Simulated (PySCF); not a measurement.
# [GeH3]− (SMILES [H][Ge-]([H])[H]): CCSDT/STO-3G

What is the vertical ionisation energy of [GeH3]− at CCSDT/STO-3G? Input form: a Python script.

Program for the calculation: PySCF 2.14.0.

8 further runs of the same task are left out: 8 set aside as unsound or not needed.

## 1. The molecule

[GeH3]− has 4 atoms, charge -1, and is taken as a singlet. SMILES: `[H][Ge-]([H])[H]`. The shape comes from GFN2-xTB, which is rough for such elements, and wasn't checked as a minimum.

Bond lengths: Ge1–H2 1.752 Å, Ge1–H3 1.754 Å, Ge1–H4 1.756 Å. Angles: H2–Ge1–H3 89.1°, H2–Ge1–H4 89.3°, H3–Ge1–H4 89.6°.

## 2. The energy at CCSDT/STO-3G

Input file run.py:

```python
from pyscf import gto, cc

mol = gto.M(
    atom='Ge -0.007520 0.005800 0.768010; H 1.421950 -0.031460 -0.244430; H -0.677460 1.249470 -0.271720; H -0.736970 -1.223820 -0.251850',
    charge=-1,
    verbose=4,
    max_memory=1860,
    basis='sto-3g',
)

mf = mol.RHF()
mf.conv_tol = 1e-10
mf.kernel()
if not mf.converged:
    mf = mf.newton().run(mf.mo_coeff, mf.mo_occ)

mycc = cc.CCSDT(mf, frozen=9)
mycc.kernel()
etot = mycc.e_tot
print('E(%s) = %.9f' % ('CCSDT', etot))
```

Launch:

```sh
$ OMP_NUM_THREADS=1 python run.py
```

Log:

```text
PySCF version 2.14.0

[INPUT] num. atoms = 4
[INPUT] num. electrons = 36
[INPUT] charge = -1
[INPUT] spin (= nelec alpha-beta = 2S) = 0
[INPUT] symmetry False subgroup None
[INPUT] Mole.unit = angstrom
[INPUT] Symbol           X                Y                Z      unit          X                Y                Z       unit  Magmom
[INPUT]  1 Ge    -0.007520000000   0.005800000000   0.768010000000 AA   -0.014210740457   0.010960411522   1.451328560927 Bohr   0.0
[INPUT]  2 H      1.421950000000  -0.031460000000  -0.244430000000 AA    2.687096062825  -0.059450783879  -0.461905756627 Bohr   0.0
[INPUT]  3 H     -0.677460000000   1.249470000000  -0.271720000000 AA   -1.280213860348   2.361156100860  -0.513476382567 Bohr   0.0
[INPUT]  4 H     -0.736970000000  -1.223820000000  -0.251850000000 AA   -1.392671462021  -2.312684625765  -0.475927524472 Bohr   0.0

nuclear repulsion = 29.6050120139491
number of shells = 11
number of NR pGTOs = 63
number of NR cGTOs = 21
basis = sto-3g
ecp = {}

******** <class 'pyscf.scf.hf.RHF'> ********
method = RHF
initial guess = minao
damping factor = 0
level_shift factor = 0
DIIS = <class 'pyscf.scf.diis.CDIIS'>
diis_start_cycle = 1
diis_space = 8
diis_damp = 0
SCF conv_tol = 1e-10
SCF conv_tol_grad = None
SCF max_cycles = 50
direct_scf = True
direct_scf_tol = 1e-13
Set gradient conv threshold to 1e-05
Initial guess from minao.
init E= -2050.13095651401
  HOMO = -0.388541086556606  LUMO = 0.0334544691796957  gap/eV = 11.48308
cycle= 1 E= -2053.1381945691  delta_E= -3.01  |g|= 0.456  |ddm|= 2.01
  HOMO = 0.151978737021724  LUMO = 0.719662836640095  gap/eV = 15.44747
cycle= 2 E= -2053.23462210468  delta_E= -0.0964  |g|= 0.0476  |ddm|= 0.876
  HOMO = 0.0738480948929612  LUMO = 0.680748447118997  gap/eV = 16.51460
cycle= 3 E= -2053.23612063034  delta_E= -0.0015  |g|= 0.0124  |ddm|= 0.13
  HOMO = 0.0744194959091476  LUMO = 0.682255022654262  gap/eV = 16.54005
cycle= 4 E= -2053.23625683175  delta_E= -0.000136  |g|= 0.00202  |ddm|= 0.0481
  HOMO = 0.0741162161358118  LUMO = 0.681932294376507  gap/eV = 16.53952
cycle= 5 E= -2053.23626033915  delta_E= -3.51e-06  |g|= 0.00031  |ddm|= 0.00634
  HOMO = 0.0741031065929763  LUMO = 0.682029564999437  gap/eV = 16.54252
cycle= 6 E= -2053.23626043551  delta_E= -9.64e-08  |g|= 6.75e-05  |ddm|= 0.00103
  HOMO = 0.0741167818528582  LUMO = 0.682009838488207  gap/eV = 16.54161
cycle= 7 E= -2053.23626044009  delta_E= -4.57e-09  |g|= 7.41e-06  |ddm|= 0.000274
  HOMO = 0.0741146998209242  LUMO = 0.682011089226423  gap/eV = 16.54170
cycle= 8 E= -2053.23626044013  delta_E= -4.32e-11  |g|= 1.77e-06  |ddm|= 2.49e-05
  HOMO = 0.0741147567747622  LUMO = 0.682011096338247  gap/eV = 16.54170
Extra cycle  E= -2053.23626044014  delta_E= -7.73e-12  |g|= 8.51e-07  |ddm|= 3.75e-06
converged SCF energy = -2053.23626044014

******** <class 'pyscf.cc.rccsdt.RCCSDT'> ********
RCCSDT nocc = 9, nmo = 12
Allocating only the i<=j<=k part of the T3 amplitude in memory
frozen orbitals 9
max_cycle = 50
conv_tol = 1e-07
conv_tol_normt = 1e-06
diis with the T3 amplitude
diis_space = 6
diis_start_cycle = 0
diis_start_energy_diff = 1e+09
einsum_backend: numpy
_make_eris_incore_RCCSDT
blksize  8    blksize_oovv  4    blksize_oooo  4    blksize_vvvv  1

WARN: A large `blksize` is being used, which may cause large memory consumption
      for storing contraction intermediates. If memory is sufficient, consider using
      `pyscf.cc.rccsdt_highm.RCCSDT` instead.

Approximate memory usage estimate
    T3 memory                34.8 KB
    R3 memory                34.8 KB
    Symmetrized T3 memory    19.0 KB
    ERIs memory               162 KB
    T1-ERIs memory            162 KB
    Intermediates memory      162 KB
    Block workspace          43.9 KB
    T3 einsum buffer         43.9 KB
Total estimated memory        662 KB
Init t2, MP2 energy = -2053.281528769257  E_corr(MP2) -0.045268329122
Init E_corr(RCCSDT) = -0.0452683291215643
cycle =  1  E_corr(RCCSDT) = -0.059972778248  dE = -1.470444912666e-02  norm(d tamps) = 6.10264120e-02
cycle =  2  E_corr(RCCSDT) = -0.065651521335  dE = -5.678743086306e-03  norm(d tamps) = 2.54293553e-02
cycle =  3  E_corr(RCCSDT) = -0.069590955989  dE = -3.939434654596e-03  norm(d tamps) = 1.14886521e-02
cycle =  4  E_corr(RCCSDT) = -0.069727395426  dE = -1.364394364489e-04  norm(d tamps) = 2.12125251e-03
cycle =  5  E_corr(RCCSDT) = -0.069730262803  dE = -2.867377883381e-06  norm(d tamps) = 1.06761704e-03
cycle =  6  E_corr(RCCSDT) = -0.069730460652  dE = -1.978485151544e-07  norm(d tamps) = 2.02888358e-04
cycle =  7  E_corr(RCCSDT) = -0.069731362739  dE = -9.020874504051e-07  norm(d tamps) = 8.38452621e-05
cycle =  8  E_corr(RCCSDT) = -0.069731325545  dE =  3.719489519161e-08  norm(d tamps) = 2.78361913e-05
cycle =  9  E_corr(RCCSDT) = -0.069731444453  dE = -1.189084906095e-07  norm(d tamps) = 1.38780998e-05
cycle = 10  E_corr(RCCSDT) = -0.069731617824  dE = -1.733709523721e-07  norm(d tamps) = 6.81745950e-06
cycle = 11  E_corr(RCCSDT) = -0.069731689875  dE = -7.205075881755e-08  norm(d tamps) = 1.62287932e-06
cycle = 12  E_corr(RCCSDT) = -0.069731715891  dE = -2.601585938344e-08  norm(d tamps) = 6.09332578e-07
RCCSDT converged
E(RCCSDT) = -2053.305992156027   E_corr = -0.06973171589059317
E_corr(same-spin) = -0.000389853871272677
E_corr(oppo-spin) = -0.0693418620193205
E(CCSDT) = -2053.305992156
```

Run time: 1.1 s. Hardware: 1 thread of Intel Xeon Platinum 8559C (Emerald Rapids), shared host; peak memory 0.12 GiB.

## 3. Doublet neutral GeH3, same level

Input file input.py:

```python
from pyscf import gto, scf, cc

mol = gto.Mole()
mol.atom = [
    ('Ge', (-0.007520, 0.005800, 0.768010)),
    ('H', (1.421950, -0.031460, -0.244430)),
    ('H', (-0.677460, 1.249470, -0.271720)),
    ('H', (-0.736970, -1.223820, -0.251850)),
]
mol.spin = 1
mol.verbose = 4
mol.basis = 'sto-3g'
mol.charge = 0
mol.max_memory = 1860
mol.build()

myscf = scf.UHF(mol)
myscf.conv_tol = 1e-10
myscf.kernel()
if not myscf.converged:
    myscf = myscf.newton().run(myscf.mo_coeff, myscf.mo_occ)

mycc = cc.CCSDT(myscf, frozen=9)
mycc.kernel()
energy = mycc.e_tot
print('E(%s) = %.9f' % ('CCSDT', energy))
```

Launch:

```sh
$ OMP_NUM_THREADS=1 python input.py
```

Log:

```text
PySCF version 2.14.0

[INPUT] num. atoms = 4
[INPUT] num. electrons = 35
[INPUT] charge = 0
[INPUT] spin (= nelec alpha-beta = 2S) = 1
[INPUT] symmetry False subgroup None
[INPUT] Mole.unit = angstrom
[INPUT] Symbol           X                Y                Z      unit          X                Y                Z       unit  Magmom
[INPUT]  1 Ge    -0.007520000000   0.005800000000   0.768010000000 AA   -0.014210740457   0.010960411522   1.451328560927 Bohr   0.0
[INPUT]  2 H      1.421950000000  -0.031460000000  -0.244430000000 AA    2.687096062825  -0.059450783879  -0.461905756627 Bohr   0.0
[INPUT]  3 H     -0.677460000000   1.249470000000  -0.271720000000 AA   -1.280213860348   2.361156100860  -0.513476382567 Bohr   0.0
[INPUT]  4 H     -0.736970000000  -1.223820000000  -0.251850000000 AA   -1.392671462021  -2.312684625765  -0.475927524472 Bohr   0.0

nuclear repulsion = 29.6050120139491
number of shells = 11
number of NR pGTOs = 63
number of NR cGTOs = 21
basis = sto-3g
ecp = {}

******** <class 'pyscf.scf.uhf.UHF'> ********
method = UHF
initial guess = minao
damping factor = 0
level_shift factor = 0
DIIS = <class 'pyscf.scf.diis.CDIIS'>
diis_start_cycle = 1
diis_space = 8
diis_damp = 0
SCF conv_tol = 1e-10
SCF conv_tol_grad = None
SCF max_cycles = 50
direct_scf = True
direct_scf_tol = 1e-13
number electrons alpha = 18  beta = 17
Set gradient conv threshold to 1e-05
init E= -2050.13095651401
[... the frontier-level lines of each cycle are left out ...]

cycle= 1 E= -2053.27936910061  delta_E= -3.15  |g|= 0.239  |ddm|= 1.44
cycle= 2 E= -2053.32670695426  delta_E= -0.0473  |g|= 0.0335  |ddm|= 0.428
cycle= 3 E= -2053.32832440977  delta_E= -0.00162  |g|= 0.0112  |ddm|= 0.0812
cycle= 4 E= -2053.32858135216  delta_E= -0.000257  |g|= 0.00282  |ddm|= 0.036
cycle= 5 E= -2053.32860438013  delta_E= -2.3e-05  |g|= 0.00178  |ddm|= 0.00863
cycle= 6 E= -2053.3286201231  delta_E= -1.57e-05  |g|= 0.00125  |ddm|= 0.00909
cycle= 7 E= -2053.32863426047  delta_E= -1.41e-05  |g|= 0.000284  |ddm|= 0.0175
cycle= 8 E= -2053.32863470512  delta_E= -4.45e-07  |g|= 8.98e-05  |ddm|= 0.00309
cycle= 9 E= -2053.32863473178  delta_E= -2.67e-08  |g|= 3.62e-05  |ddm|= 0.000344
cycle= 10 E= -2053.32863473726  delta_E= -5.48e-09  |g|= 6.16e-06  |ddm|= 0.000233
cycle= 11 E= -2053.3286347374  delta_E= -1.34e-10  |g|= 2.6e-06  |ddm|= 3.31e-05
cycle= 12 E= -2053.32863473742  delta_E= -2.5e-11  |g|= 1.96e-06  |ddm|= 9.95e-06
Extra cycle  E= -2053.32863473743  delta_E= -1.05e-11  |g|= 1.68e-06  |ddm|= 5.14e-06
converged SCF energy = -2053.32863473743  <S^2> = 0.7509028  2S+1 = 2.0009026

******** <class 'pyscf.cc.uccsdt.UCCSDT'> ********
UCCSDT nocc = (np.int64(9), np.int64(8)), nmo = (12, 12)
Allocating only the i<=j<=k part of the T3 amplitude in memory
frozen orbitals 9
max_cycle = 50
conv_tol = 1e-07
conv_tol_normt = 1e-06
diis with the T3 amplitude
diis_space = 6
diis_start_cycle = 0
diis_start_energy_diff = 1e+09
einsum_backend: numpy
_make_eris_incore_UCCSDT
blksize_o_aaa     8    blksize_v_aaa     4
blksize_o_aab     8    blksize_v_aab     4

WARN: A large `blksize_v_aaa` is being used, which may cause large memory consumption
      for storing contraction intermediates. If memory is sufficient, consider using
      `pyscf.cc.uccsdt_highm.UCCSDT` instead.

WARN: A large `blksize_v_aab` is being used, which may cause large memory consumption
      for storing contraction intermediates. If memory is sufficient, consider using
      `pyscf.cc.uccsdt_highm.UCCSDT` instead.

Approximate memory usage estimate
    T3 memory                64.8 KB
    R3 memory                64.8 KB
    ERIs memory               486 KB
    T1-ERIs memory            486 KB
    Intermediates memory      486 KB
    Block workspace           324 KB
Init t2, MP2 energy = -0.046985987889825
Init E_corr(UCCSDT) = -0.0469859878945051
cycle =  1  E_corr(UCCSDT) = -0.064499530208  dE = -1.751354231335e-02  norm(d tamps) = 7.24734867e-02
cycle =  2  E_corr(UCCSDT) = -0.071854224825  dE = -7.354694617599e-03  norm(d tamps) = 3.38333267e-02
cycle =  3  E_corr(UCCSDT) = -0.077751990237  dE = -5.897765412029e-03  norm(d tamps) = 1.69147721e-02
cycle =  4  E_corr(UCCSDT) = -0.077908609668  dE = -1.566194309159e-04  norm(d tamps) = 4.04181727e-03
cycle =  5  E_corr(UCCSDT) = -0.077939642364  dE = -3.103269588599e-05  norm(d tamps) = 2.25796471e-03
cycle =  6  E_corr(UCCSDT) = -0.077974982180  dE = -3.533981556383e-05  norm(d tamps) = 8.97497981e-04
cycle =  7  E_corr(UCCSDT) = -0.077980173904  dE = -5.191723668044e-06  norm(d tamps) = 4.87359271e-04
cycle =  8  E_corr(UCCSDT) = -0.077976313606  dE =  3.860297779393e-06  norm(d tamps) = 2.22380680e-04
cycle =  9  E_corr(UCCSDT) = -0.077974923698  dE =  1.389908077007e-06  norm(d tamps) = 1.05383580e-04
cycle = 10  E_corr(UCCSDT) = -0.077975543118  dE = -6.194200012632e-07  norm(d tamps) = 4.03538695e-05
cycle = 11  E_corr(UCCSDT) = -0.077976780508  dE = -1.237390036324e-06  norm(d tamps) = 1.71127509e-05
cycle = 12  E_corr(UCCSDT) = -0.077977193528  dE = -4.130203798552e-07  norm(d tamps) = 7.84520021e-06
cycle = 13  E_corr(UCCSDT) = -0.077977424702  dE = -2.311740311123e-07  norm(d tamps) = 4.21614382e-06
cycle = 14  E_corr(UCCSDT) = -0.077977451220  dE = -2.651744185345e-08  norm(d tamps) = 1.93519086e-06
cycle = 15  E_corr(UCCSDT) = -0.077977444086  dE =  7.133164364737e-09  norm(d tamps) = 1.18254329e-06
cycle = 16  E_corr(UCCSDT) = -0.077977426599  dE =  1.748763027443e-08  norm(d tamps) = 7.25184850e-07
UCCSDT converged
E(UCCSDT) = -2053.406612164032   E_corr = -0.07797742659875134
E_corr(same-spin) = -0.000598250217000599
E_corr(oppo-spin) = -0.0773791763817507
E(CCSDT) = -2053.406612164
```

It took 1.4 s on 1 thread of Intel Xeon Platinum 8559C (Emerald Rapids), shared host; peak memory 0.11 GiB.

## 4. Summary of results

Level: CCSDT/STO-3G, 9 core orbitals frozen.

| quantity | value |
| --- | --- |
| singlet [GeH3]−: total energy | -2053.30599 Eh |
| singlet [GeH3]−: HOMO energy (Hartree–Fock orbitals) | 2.02 eV |
| singlet [GeH3]−: LUMO energy (Hartree–Fock orbitals) | 18.56 eV |
| singlet [GeH3]−: HOMO–LUMO gap (to an unbound level, set by the basis) | 16.54 eV |
| singlet [GeH3]−: correlation energy (9 core orbitals frozen) | -69.7 mEh |
| singlet [GeH3]−: T1 diagnostic | 0.008 |
| doublet neutral GeH3: total energy | -2053.40661 Eh |
| doublet neutral GeH3: dipole moment (Hartree–Fock density) | 1.96 D |
| doublet neutral GeH3: HOMO energy (Hartree–Fock orbitals) (highest over α and β) | -8.22 eV |
| doublet neutral GeH3: LUMO energy (Hartree–Fock orbitals) (lowest over α and β) | 3.02 eV |
| doublet neutral GeH3: correlation energy (9 core orbitals frozen) | -78.0 mEh |
| doublet neutral GeH3: ⟨S²⟩ of the reference determinant | 0.751 |
| doublet neutral GeH3: T1 diagnostic | 0.005 |
| vertical detachment energy (to the doublet neutral) | -2.738 eV |

In words: The species is unbound against losing an electron at this level, by 2.74 eV (−264 kJ/mol); missing correlation or diffuse functions can give that sign where the real anion is bound. In a minimal basis such a difference can be off by several eV, whatever the method. Mulliken charges (singlet [GeH3]−) of the mean-field density run from -0.32 on H4 to -0.05 on Ge1. The HOMO (singlet [GeH3]−) lies at positive energy, 2.02 eV: the electron is unbound at this level or held by a compact basis; values depend on the basis.
